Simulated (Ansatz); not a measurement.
Task: the interaction energy of a dimer with the counterpoise correction of BH3P2, SMILES B1PP1, with the Python package of Ansatz (0.2.0). Give the script and its output. Use (for the species named): r2SCAN, cc-pVDZ basis, multiplicity 1.

```xyz
6

B    -0.7351   -0.4455   -0.3967
P     0.7093    0.9395   -0.4816
P     0.4847   -0.3199    1.1104
H    -1.6639   -0.8751   -0.9105
H     1.5749    0.0357   -1.2480
H    -0.3279    0.6013    1.8803
```

Script `bh3p2.py`:
```python
'''Binding of a BH3P2 dimer at a trial geometry.'''

import ansatz as az

FIRST = [
    ('B', (-0.7421, -0.4348, -0.389)),
    ('P', (0.7023, 0.9502, -0.4739)),
    ('P', (0.4777, -0.3092, 1.1181)),
    ('H', (-1.6709, -0.8644, -0.9028)),
    ('H', (1.5679, 0.0464, -1.2403)),
    ('H', (-0.3349, 0.612, 1.888)),
]
SECOND = [
    ('B', (4.0015, 3.2514, -2.4996)),
    ('P', (2.0219, 3.5356, -2.6088)),
    ('P', (3.2989, 4.9548, -1.8835)),
    ('H', (4.8588, 2.5063, -2.6453)),
    ('H', (2.1281, 3.9611, -4.0092)),
    ('H', (3.1469, 4.558, -0.4975)),
]

def energy(atoms, ghosts=()):
    molecule = az.Crystal.molecule()
    for symbol, xyz in atoms:
        molecule = molecule.atom(symbol, xyz)
    calc = (
        molecule.calculation()
        .basis(gaussian='cc-pVDZ')
        .functional('r2scan')
    )
    deck = calc.input()
    if ghosts:
        deck = deck.set(az.key.basis.gaussian.ghost_atoms, [{'symbol': s, 'position_ang': list(xyz)} for s, xyz in ghosts])
    return az.Session.from_dict(deck).plan().execute().report['free_energy_ev']

# monomers in their own basis and in the basis of the dimer
both = energy(FIRST + SECOND)
alone = energy(FIRST) + energy(SECOND)
ghosted = energy(FIRST, SECOND) + energy(SECOND, FIRST)
print(f'dimer {both:.6f} eV')
print(f'interaction, uncorrected   {23.060548 * (both - alone):8.3f} kcal/mol')
print(f'interaction, counterpoise  {23.060548 * (both - ghosted):8.3f} kcal/mol')
print(f'basis-set superposition    {23.060548 * (alone - ghosted):8.3f} kcal/mol')
```

```console
$ python bh3p2.py
dimer -38598.200085 eV
interaction, uncorrected      0.114 kcal/mol
interaction, counterpoise     0.466 kcal/mol
basis-set superposition       0.352 kcal/mol
```

Uncorrected it is 0.114 kcal/mol, with the counterpoise correction 0.466 kcal/mol; the difference, 0.352 kcal/mol, is the superposition error. In this basis both values are repulsive.

Total energies depend on the basis set; only differences at equal settings carry meaning. The dimer is a generated trial pose of unrelaxed monomers, not a minimum, so the figure is no binding energy, and the basis set is small. This level lacks the dispersion part of the attraction (electrostatics and induction are there), which can decide the sign where the interaction is weak. Finished in 37 s on 1 thread of Arm Neoverse V1 (shared host), peak memory 0.28 GiB.
